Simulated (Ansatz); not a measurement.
Ga3Se, 4 atoms in the cell. It takes space group Pm-3m (No. 221, cubic). The conventional cell has a = 4.432 Å, b = 4.432 Å, c = 4.432 Å, α = 90.00°, β = 90.00°, γ = 90.00°. Around Se (site symmetry m-3m) lie 12 Ga at 3.13 Å. Ga (site symmetry 4/mmm) has 4 Se at 3.13 Å and 8 Ga at 3.13 Å as nearest neighbours. The cell comes from a database or a generator and needn't be the stable form of this composition.

| Item | Value |
| --- | --- |
| Program | Ansatz 0.2.0 |
| Task | projected density of states |
| Functional | revPBE |
| Potentials or basis | Ansatz PAW |
| Cutoff | 420 eV (not typed: the program's choice for these potentials) |
| k mesh | 4 × 4 × 4 |
| Occupations | fermi-dirac, width 0.05 eV |
| Spin | no spin polarisation |

Potentials or basis: Ansatz PAW.

Run with:

```console
$ ansatz run input.yaml --threads 2 --pin off --max-ram 5632MiB --backend cpu --events-out ev --progress --plain --runs-dir out
```

Hardware: 2 threads of Arm Neoverse V1, on a shared host.

Q: Estimate the wall time of this run.

A: Run time: 2.9 s on 2 threads of Arm Neoverse V1 (shared host), peak memory 0.36 GiB. Counts: scf iterations 7, plane waves 1743, k points 10, bands 38.
